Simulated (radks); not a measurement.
# Tb⁺ in [Xe] 4f9 6s1: an all-electron calculation

Wanted: eigenvalues, radial structure and energy terms of the terbium ion Tb+.

The numbers are computed with radks (a radial shooting solver on a logarithmic mesh, Libxc functionals) version 1 (scalar-relativistic Kohn-Sham, r2SCAN, spin-polarised, spherical densities, finite nucleus; open shells are filled with parallel spins first), except any that are marked as measured or tabulated.

## Step 1: The system

```
element            : terbium (Z = 65)
charge             : +1
electrons          : 64
configuration      : [Xe] 4f9 6s1
nuclear rms radius : 5.06 fm
```

Outer shells as boxes (Hund's rule):

Tb⁺
```
[Xe] core
4f [↑↓][↑↓][↑ ][↑ ][↑ ][↑ ][↑ ]
6s [↑ ]
```

## Step 2: The calculation

Input:

```text
Z 65
configuration [Xe] 4f9 6s1 5d0 6p0 7s0 5f0
relativity scalar-relativistic
functional r2scan,r2scan
spin polarised
nucleus finite rms 5.06 fm
c 137.035999084
```

What does the calculation give?

The runs gave:

| quantity | value |
| --- | --- |
| total energy | -11709.2235 hartree |
| exchange-correlation share of it | 2.19 % |
| −T/E | 1.0762 |
| highest occupied level | 4f down, -6.085 eV |
| most extended occupied level | 6s up, <r> = 3.75 bohr |
| radius at density 0.001 e/bohr³ | 4.47 bohr |
| maxima of the radial density | 4 |
| ionisation energy, NIST | 11.51 (semi-emp.) eV |

The radial density shows 4 maxima for 6 occupied principal shells; where shells overlap, one shows as a shoulder or not at all. −T/E is 1.076: with relativity the kinetic term as defined here no longer equals −E. The top level binds by 6.085 eV, 53 % of the NIST ionisation energy of 11.51 eV; the potential of a semilocal functional falls off too fast, so its top eigenvalue is too shallow. Open shells are spherical and high-spin; term and fine-structure splittings are not resolved. Spin-orbit splitting is averaged out at the scalar-relativistic level.
